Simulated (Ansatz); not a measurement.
# Pt (sc type): how the settings move a single-point run

Question: which choices in the input matter for Pt (sc type)?

Method: reference: DFT, PBEsol, all-electron PAW with datasets made for the crystal, scalar-relativistic, in Ansatz 0.2.0.

1 further run of the same task is left out (it didn't finish). Runs told in other sessions of the task aren't counted.

**1. Starting point**

Symmetry: Pm-3m, No. 221, cubic system. The conventional cell has a = 2.382 Å, b = 2.382 Å, c = 2.382 Å, α = 90.00°, β = 90.00°, γ = 90.00°. Around Pt (site symmetry m-3m) lie 6 Pt at 2.38 Å.

Coordinates:

```
CELL_PARAMETERS angstrom
2.38207 0.00000 0.00000
0.00000 2.38207 0.00000
0.00000 0.00000 2.38207
ATOMIC_POSITIONS crystal
Pt 0.00000 0.00000 0.00000
```

**2. Reference**

Input file input.yaml:

```yaml
crystal:
  lattice:
    - [2.382070872, 0.0, 0.0]
    - [0.0, 2.382070872, 0.0]
    - [0.0, 0.0, 2.382070872]
  atoms:
    - { symbol: Pt, position: [0.0, 0.0, 0.0] }
kpoints:
  mp_grid: { grid: [15, 15, 15] }
scf:
  occupations: { method: fermi_dirac, width: 0.1 }
hamiltonian:
  xc: pbesol
  pseudopotentials: { kind: all_electron, datasets: crystal }
output:
  forces: true
  stress: true
  eigenvalues: true
```

Run with:

```sh
$ ansatz run input.yaml --threads 1 --pin off --max-ram 2048MiB --backend cpu --events-out ev --progress --plain --runs-dir out
```

**3. Changed: occupations.method tetrahedron_uncorrected, width left out**

input.yaml, as its differences from that of step 2:

```diff
@@ -10,3 +10,3 @@
 scf:
-  occupations: { method: fermi_dirac, width: 0.1 }
+  occupations: { method: tetrahedron_uncorrected }
 hamiltonian:
```

Q: Predict the outcome of this session. Wanted: for each run, ending; energy change; pressure; gap; force.

The runs gave:

| run | ending | energy change | pressure (GPa) | gap (eV) | force (eV/Å) | cycles | time |
| --- | --- | --- | --- | --- | --- | --- | --- |
| reference | converged | 0 | 103.0 | 0.00 | 0.00 | 7 | 8.9 s |
| 1: occupations.method tetrahedron_uncorrected, width left out | converged | +108.3 meV/atom (σ→0) | 104.2 | 0.00 | 0.00 | 7 | 9.2 s |

Residual by cycle in the longest SCF loop of each run; runs are numbered as in the table. The quantity is the density residual dr2, in eV.

| cycle | reference | run 1 |
| --- | --- | --- |
| 1 | 1.15 | 1.17 |
| 2 | 0.00681 | 0.00616 |
| 3 | 0.00595 | 0.00603 |
| 4 | 1.4e-4 | 9.8e-5 |
| 5 | 5.0e-7 | 1.5e-6 |
| 6 | 2.3e-7 | 3.3e-7 |
| 7 | 2.6e-11 | 3.4e-11 |

**Reading.** Changing the smearing moves the energy by +108.3 meV/atom (σ→0 values), and the pressure goes from 103.0 to 104.2 GPa. The structure is not at rest: the sound run finds 103 GPa, so these are no properties of the relaxed crystal. 
